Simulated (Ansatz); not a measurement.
**C₁₂H₂₆O: one species, many methods**

An exercise on one series of results from a longer session: the logs are not shown, and one member is left open.

Computed with Ansatz 0.2.0, Gaussian basis. Level: functionals in def2-TZVPP, the program's frozen cores in correlated methods.

The runs, in order: LDA (SPW92), PBE-D4, revPBE-D4, BLYP-D4, r2SCAN-D4, B97M-V, PBE0-D4, B3LYP-D4, r2SCANh-D4, r2SCAN0-D4, HSE06-D4, BHLYP-D4, CAM-B3LYP-D4, LC-ωPBE, ωB97X-V, ωB97M-V, B2PLYP, PBE-QIDH; CCSD(T)/def2-SVP; MP2/def2-TZVPP; MP2/def2-QZVPP; RPA on PBE.

### The geometry

All runs share one geometry, relaxed beforehand with PBE0-D4 in a triple-zeta def2 set.

39 atoms, charge 0, spin multiplicity 1.

Atoms are counted from 1 here; the program's logs count them from 0.

Bond lengths: C1–C2 1.519 Å, C1–H14 1.094 Å, C1–H15 1.094 Å, C1–H16 1.092 Å, C2–C3 1.521 Å, C2–H17 1.095 Å, C2–H18 1.097 Å, C3–C4 1.524 Å, C3–H19 1.097 Å, C3–H20 1.096 Å, C4–C5 1.526 Å, C4–H21 1.096 Å, C4–H22 1.095 Å, C5–C6 1.523 Å, C5–H23 1.096 Å, C5–H24 1.095 Å, C6–C7 1.520 Å, C6–H25 1.096 Å and more. Angles: C2–C1–H14 111.1°, C2–C1–H15 111.0°, C2–C1–H16 111.7°, H14–C1–H15 107.4°, H14–C1–H16 107.7°, H15–C1–H16 107.7°, C1–C2–C3 112.7°, C1–C2–H17 109.3°, C1–C2–H18 109.7°, C3–C2–H17 109.8°, C3–C2–H18 109.1°, H17–C2–H18 106.0°, C2–C3–C4 114.4°, C2–C3–H19 109.1°, C2–C3–H20 108.8°, C4–C3–H19 109.9°, C4–C3–H20 108.7°, H19–C3–H20 105.6° and more.

Set-up of the first run:

The input, in.yaml:

```yaml
crystal:
  periodic: [false, false, false]
  atoms:
    - {symbol: C, position_ang: [4.288331, 0.717594, -2.946618]}
    - {symbol: C, position_ang: [3.597642, -0.501388, -2.360433]}
    - {symbol: C, position_ang: [2.082384, -0.374228, -2.362302]}
    - {symbol: C, position_ang: [1.346045, -1.608459, -1.856632]}
    - {symbol: C, position_ang: [1.672415, -2.014618, -0.421903]}
    - {symbol: C, position_ang: [1.453318, -0.927021, 0.622212]}
    - {symbol: C, position_ang: [0.024644, -0.413789, 0.701165]}
    - {symbol: C, position_ang: [-0.173541, 0.608336, 1.809662]}
    - {symbol: C, position_ang: [-1.568599, 1.216274, 1.859891]}
    - {symbol: C, position_ang: [-2.663649, 0.222297, 2.220380]}
    - {symbol: C, position_ang: [-4.047850, 0.841049, 2.371319]}
    - {symbol: C, position_ang: [-4.592264, 1.477262, 1.103879]}
    - {symbol: O, position_ang: [-4.725539, 0.563520, 0.033568]}
    - {symbol: H, position_ang: [3.980168, 0.884992, -3.982593]}
    - {symbol: H, position_ang: [4.038962, 1.620086, -2.381007]}
    - {symbol: H, position_ang: [5.375411, 0.609920, -2.936353]}
    - {symbol: H, position_ang: [3.955521, -0.663546, -1.338244]}
    - {symbol: H, position_ang: [3.883680, -1.396355, -2.926025]}
    - {symbol: H, position_ang: [1.795862, 0.502129, -1.768019]}
    - {symbol: H, position_ang: [1.747082, -0.159794, -3.383747]}
    - {symbol: H, position_ang: [1.574233, -2.453391, -2.516582]}
    - {symbol: H, position_ang: [0.268086, -1.440814, -1.951832]}
    - {symbol: H, position_ang: [1.061345, -2.886351, -0.160510]}
    - {symbol: H, position_ang: [2.712066, -2.353344, -0.366271]}
    - {symbol: H, position_ang: [1.742741, -1.319767, 1.603746]}
    - {symbol: H, position_ang: [2.127538, -0.083666, 0.430785]}
    - {symbol: H, position_ang: [-0.650386, -1.265103, 0.847035]}
    - {symbol: H, position_ang: [-0.260860, 0.041953, -0.254923]}
    - {symbol: H, position_ang: [0.561011, 1.411631, 1.680422]}
    - {symbol: H, position_ang: [0.054668, 0.142832, 2.776767]}
    - {symbol: H, position_ang: [-1.783562, 1.683172, 0.890684]}
    - {symbol: H, position_ang: [-1.580475, 2.031674, 2.592557]}
    - {symbol: H, position_ang: [-2.706580, -0.581523, 1.476500]}
    - {symbol: H, position_ang: [-2.394358, -0.272190, 3.160520]}
    - {symbol: H, position_ang: [-4.753172, 0.071864, 2.701600]}
    - {symbol: H, position_ang: [-4.023378, 1.608430, 3.154733]}
    - {symbol: H, position_ang: [-3.972344, 2.334190, 0.806679]}
    - {symbol: H, position_ang: [-5.597658, 1.861954, 1.289682]}
    - {symbol: H, position_ang: [-3.848940, 0.264188, -0.219799]}
basis:
  gaussian: {orbitals: def2-TZVPP}
hamiltonian: {xc: lda}
output: {orbitals: {seedname: orbitals}}
```

Command:

```
$ ansatz run in.yaml --threads 11 --pin off --events-out ev --progress --plain --max-ram 174080MiB --backend cuda --devices 0, --max-vram 75GiB
```

Among the steps run: LDA; PBE-D4 (GGA); revPBE-D4 (GGA); BLYP-D4 (GGA); r2SCAN-D4 (meta-GGA); B97M-V (meta-GGA); B3LYP-D4 (hybrid); r2SCANh-D4 (hybrid); r2SCAN0-D4 (hybrid); HSE06-D4 (hybrid); BHLYP-D4 (hybrid); CAM-B3LYP-D4 (range-separated); LC-ωPBE (range-separated); ωB97X-V (range-separated); ωB97M-V (range-separated); B2PLYP (double hybrid); PBE-QIDH (double hybrid).

One of the session's tables, all rows but one given; the rest of the session is left out.

It belongs to the step «Frontier levels by functional». 

```
  functional  HOMO (eV)  LUMO (eV)  gap (eV)
 LDA (SPW92)      -6.22      -0.41      5.81
      PBE-D4      -6.08      -0.15      5.93
   revPBE-D4      -6.01       0.00      6.01
     BLYP-D4      -6.01      -0.11      5.90
   r2SCAN-D4      -6.42       0.42      6.84
      B97M-V          ?          ?         ?
     PBE0-D4      -7.71       0.69      8.40
    B3LYP-D4      -7.48       0.38      7.86
  r2SCANh-D4      -7.03       0.67      7.70
  r2SCAN0-D4      -7.95       1.04      8.99
    HSE06-D4      -7.30       0.32      7.62
    BHLYP-D4      -9.29       1.34     10.64
CAM-B3LYP-D4      -9.21       1.47     10.68
     LC-ωPBE     -10.53       2.78     13.31
     ωB97X-V     -10.22       2.52     12.73
     ωB97M-V     -10.15       2.10     12.26
```

Q: Estimate the row for B97M-V from the others.

As computed: HOMO (eV): -6.60; LUMO (eV): -0.02; gap (eV): 6.58. In the column «HOMO (eV)» it lies between r2SCANh-D4 (-7.03) and r2SCAN-D4 (-6.42).
